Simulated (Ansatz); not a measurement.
# H5N2PSi: the cost of one run

Computed with Ansatz 0.2.0, Gaussian basis. Level: the settings change from run to run.

### 1 The molecule

The geometry comes from an earlier relaxation with PBE0-D4 in a triple-zeta def2 set; it is a stationary point, not always the lowest conformer.

SMILES `N[SiH]1NP1`, 9 atoms, charge 0, spin multiplicity 1.

Atoms are counted from 1 here; the program's logs count them from 0.

Bond lengths: N1–Si2 1.697 Å, N1–H5 1.007 Å, N1–H6 1.006 Å, Si2–N3 1.687 Å, Si2–P4 2.197 Å, Si2–H7 1.480 Å, N3–P4 1.790 Å, N3–H8 1.005 Å, P4–H9 1.432 Å. Angles: Si2–N1–H5 121.7°, Si2–N1–H6 120.6°, H5–N1–H6 112.6°, N1–Si2–N3 117.4°, N1–Si2–P4 130.1°, N1–Si2–H7 107.2°, N3–Si2–P4 52.9°, N3–Si2–H7 121.8°, P4–Si2–H7 118.3°, Si2–N3–P4 78.3°, Si2–N3–H8 140.4°, P4–N3–H8 122.9°, Si2–P4–N3 48.8°, Si2–P4–H9 98.3°, N3–P4–H9 98.1°.

### 2 CAM-B3LYP/cc-pVTZ-DK

Options: D4 dispersion.

File in.yaml:

```yaml
crystal:
  periodic: [false, false, false]
  atoms:
    - {symbol: N, position_ang: [-1.033729, 1.196321, -0.268664]}
    - {symbol: Si, position_ang: [0.384649, 0.409982, 0.231951]}
    - {symbol: N, position_ang: [0.884569, -0.931524, -0.660535]}
    - {symbol: P, position_ang: [0.680605, -1.636998, 0.972227]}
    - {symbol: H, position_ang: [-1.834586, 0.683046, -0.597900]}
    - {symbol: H, position_ang: [-1.279963, 2.096819, 0.107191]}
    - {symbol: H, position_ang: [1.335405, 1.457814, 0.665370]}
    - {symbol: H, position_ang: [1.615498, -1.214306, -1.289281]}
    - {symbol: H, position_ang: [-0.663950, -2.107355, 0.822540]}
basis:
  gaussian: {orbitals: cc-pVTZ-DK}
hamiltonian: {xc: {name: CAM-B3LYP}, dispersion: d4}
output: {forces: true}
```

On the command line:

```console
$ ansatz run in.yaml --threads 2 --pin off --events-out ev --progress --plain --max-ram 4352MiB
```

**Question.** How long does this run take on 2 threads of Arm Neoverse V1, shared host, and how much memory does it need?

About 6 s, with a peak of 0.54 GiB.
